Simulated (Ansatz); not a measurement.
# Sb3S2: the cost of one run

Computed with Ansatz 0.2.0 (DFT PBE, scalar-relativistic, plane waves, PAW, unless a step's input says otherwise).

1 further run of the same task is left out (it didn't finish).

## 1. The system as given

The structure is trigonal, space group R-3m (No. 166). Conventional cell: a = 6.633 Å, b = 6.633 Å, c = 11.932 Å, α = 90.00°, β = 90.00°, γ = 120.00°. Sb (site symmetry 2/m) has 4 Sb at 3.32 Å and 6 S at 3.44 to 3.62 Å in its first shell of neighbours. S (site symmetry 3m) has 1 S at 1.82 Å in its first shell of neighbours.

Coordinates:

```
Sb S
1.0
     3.31634    1.91469    3.97719
    -3.31634    1.91469    3.97719
     0.00000   -3.82938    3.97719
Sb S
3 2
Direct
  0.50000 0.50000 0.00000
  0.00000 0.50000 0.50000
  0.50000 0.00000 0.50000
  0.07623 0.07623 0.07623
  0.92377 0.92377 0.92377
```

The cell is invented: random cell by space group and Wyckoff sites (R-3m, No. 166). Its size is a rough estimate.

## 2. A first look at the guess

Contents of input.yaml:

```yaml
crystal:
  lattice:
    - [3.31633994, 1.91468976, 3.97718759]
    - [-3.31633994, 1.91468976, 3.97718759]
    - [0.0, -3.82937952, 3.97718759]
  atoms:
    - { symbol: Sb, position: [0.5, 0.5, 0.0] }
    - { symbol: Sb, position: [0.0, 0.5, 0.5] }
    - { symbol: Sb, position: [0.5, 0.0, 0.5] }
    - { symbol: S, position: [0.07623499, 0.07623499, 0.07623499] }
    - { symbol: S, position: [0.92376501, 0.92376501, 0.92376501] }
basis:
  ecutwfc: 420
kpoints:
  mp_grid: { grid: [3, 3, 3] }
hamiltonian:
  xc: pbe
scf:
  occupations: { method: gaussian, width: 0.1 }
  lower_state_search: "off"
output:
  forces: true
  stress: true
  eigenvalues: true
```

The run is started by

```bash
$ ansatz run input.yaml --threads 1 --pin off --max-ram 2560MiB --backend cpu --events-out ev --progress --plain --runs-dir out
```

**Question.** How long does this run take on 1 thread of Arm Neoverse V2, shared host, and how much memory does it need?

About 2.4 s, with a peak of 0.36 GiB.
